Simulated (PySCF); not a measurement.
# IBr: basis, grid and Hamiltonian

Which parts of the numerical set-up matter for IBr? Each run edits the base script.

The runs use PySCF 2.14.0; each script names its method and basis.

3 further runs of the same task are left out: 2 for a known fault of the program, 1 that didn't finish.

### 1 The system as given

IBr: 2 atoms, charge 0, spin multiplicity 1.

Bond lengths: I1–Br2 2.304 Å.

### 2 The base run

Contents of input.py:

```python
from pyscf import gto, scf

mol = gto.M(
    atom='I 0 0 0; Br 0 0 2.304',
    basis='def2-svp',
    ecp={'I': 'def2-svp'},
    charge=0,
    spin=0,
    verbose=4,
)
mf = scf.RHF(mol)
mf.kernel()
mf.nuc_grad_method().kernel()
mf.dip_moment()
print('orbital energies (hartree):', mf.mo_energy[..., max(0, mol.nelec[1]-3):mol.nelec[0]+3].round(4))
```

Command:

```sh
> OMP_NUM_THREADS=1 python input.py
```

Its log is not repeated here.

In short: E(SCF) = -2868.740128 Eh, 10 cycles, μ = 0.73 D, gradient on the second atom -0.0786 Eh/bohr.

The bond length is a typed value, not an optimised one.

### 3 Density fitting def2-universal-jkfit

Variant 1 changes density fitting: none → def2-universal-jkfit.

Contents of input.py:

```python
from pyscf import gto, scf

mol = gto.M(
    atom='I 0 0 0; Br 0 0 2.304',
    basis='def2-svp',
    ecp={'I': 'def2-svp'},
    charge=0,
    spin=0,
    verbose=4,
)
mf = scf.RHF(mol)
mf = mf.density_fit(auxbasis='def2-universal-jkfit')
mf.kernel()
mf.nuc_grad_method().kernel()
mf.dip_moment()
print('orbital energies (hartree):', mf.mo_energy[..., max(0, mol.nelec[1]-3):mol.nelec[0]+3].round(4))
```

Command:

```sh
> OMP_NUM_THREADS=1 python input.py
```

### 4 Core potential off

Variant 2 changes core potential: on → off. The core potential changes with it: totals don't compare.

input.py: that of step 2 with these lines changed.

```diff
@@ -5,3 +5,2 @@
     basis='def2-svp',
-    ecp={'I': 'def2-svp'},
     charge=0,
```

**Question.** What will these runs give? Wanted: for each run, E(SCF); from base; gap; SCF dipole.

The runs gave:

```csv
run,E(SCF) (hartree),from base (eV),cycles,gap (eV),SCF dipole (D),functions
base,-2868.740128,0,10,10.88,0.73,58
density fitting def2-universal-jkfit,-2868.740053,+0.0020,10,10.88,0.73,58
core potential off (poor choice),-4568.390076,not comparable,9,20.33,1.70,58
```

**Reading.** Rows marked «poor choice» come from settings spoiled on purpose.
